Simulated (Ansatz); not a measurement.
Born–Oppenheimer molecular dynamics of a periodic cell of 29 atoms, Zr8CO16F4 (surface ZrO2(110), adsorbate CF4). It starts from a relaxed structure.

These are results of DFT PBE, scalar-relativistic, plane waves, PAW in Ansatz 0.2.0, not measurements. Settings: PAW set soft_1, cutoff 420 eV, k mesh 2x1x1, fermi-dirac smearing 0.05 eV, no spin polarisation.

```json
{
 "ensemble": "NVT, Nosé–Hoover chain",
 "time step": "1 fs",
 "steps asked": "120",
 "set temperature": "700 K",
 "thermostat": "time constant 200 fs, chain length 1",
 "atoms held": "1, 3, 4, 7, 9, 10",
 "seed": "155011"
}
```

First frame:

```xyz
29
Lattice="5.6784 0.0000 0.0000 0.0000 10.6918 0.0000 0.0000 0.0000 18.2588" Properties=species:S:1:pos:R:3
Zr 0.000 0.000 1.000
Zr 4.260 8.019 2.184
O 2.839 7.501 1.000
O 0.000 8.536 1.000
O 4.281 5.712 2.271
O 4.235 10.325 2.270
Zr 2.839 5.346 1.000
Zr 1.420 2.672 2.178
O 0.000 2.155 1.000
O 2.839 3.190 1.000
O 1.446 0.363 2.264
O 1.393 4.982 2.263
Zr 2.833 -0.002 4.011
Zr 1.425 8.014 4.908
O 5.574 7.513 3.800
O 2.946 8.522 3.798
O 1.367 6.029 5.288
O 1.466 9.992 5.290
Zr 5.678 5.343 4.006
Zr 4.257 2.667 4.883
O 2.729 2.163 3.784
O 5.777 3.179 3.775
O 4.179 0.708 5.323
O 4.339 4.627 5.328
C 1.929 6.864 8.493
F 0.736 6.282 8.488
F 2.874 6.010 8.144
F 1.910 7.915 7.615
F 2.191 7.363 9.706
```

(1) What does the run give?

(2) What happens to the structure?

(3) How do temperature and energy run in time?

## Answers

(1) All steps were run.

- steps done: 120
- time covered: 120 fs
- mean temperature over the second half: 382 K
- spread of the potential energy over the second half: 3.2 meV per atom
- mean potential energy of the second half above the start: 36.1 meV per atom

The conserved energy stayed within 0.15 meV per atom of its start (net change 0.12 meV per atom), so the integration is sound. The mean temperature of the second half is 45 % below the set value. A run of 0.12 ps of so small a system gives no equilibrium averages. Limits of this set-up: coarse k mesh, thin slab, slab without dipole correction, no dispersion correction for a molecule that may bind weakly.

(2) Mean squared displacements from the first frame to the last: Zr 0.01 Å², O 0.07 Å², C 0.24 Å², F 0.56 Å². The details hang on the random start.

(3) 
```csv
time (fs),T (K),potential energy less start (eV),conserved less start (meV/atom)
0,700,0.000,0.00
4,603,0.290,0.07
8,453,0.740,0.14
12,396,0.908,0.11
16,374,0.974,0.07
20,318,1.141,0.12
24,322,1.130,0.10
28,344,1.065,0.06
32,303,1.192,0.10
36,277,1.274,0.13
40,338,1.094,0.11
44,422,0.845,0.05
48,428,0.834,0.10
52,434,0.823,0.11
56,462,0.745,0.06
60,428,0.853,0.09
64,371,1.029,0.10
68,334,1.146,0.11
72,330,1.163,0.09
76,330,1.169,0.11
80,365,1.070,0.09
84,393,0.995,0.07
88,370,1.075,0.11
92,371,1.079,0.10
96,385,1.048,0.10
100,397,1.024,0.11
104,424,0.953,0.10
108,451,0.883,0.09
112,444,0.919,0.06
116,375,1.136,0.13
120,372,1.156,0.12
```

The run took 15 min on 2 threads of Arm Neoverse V2, with other jobs on the host, peak memory 1.9 GiB.
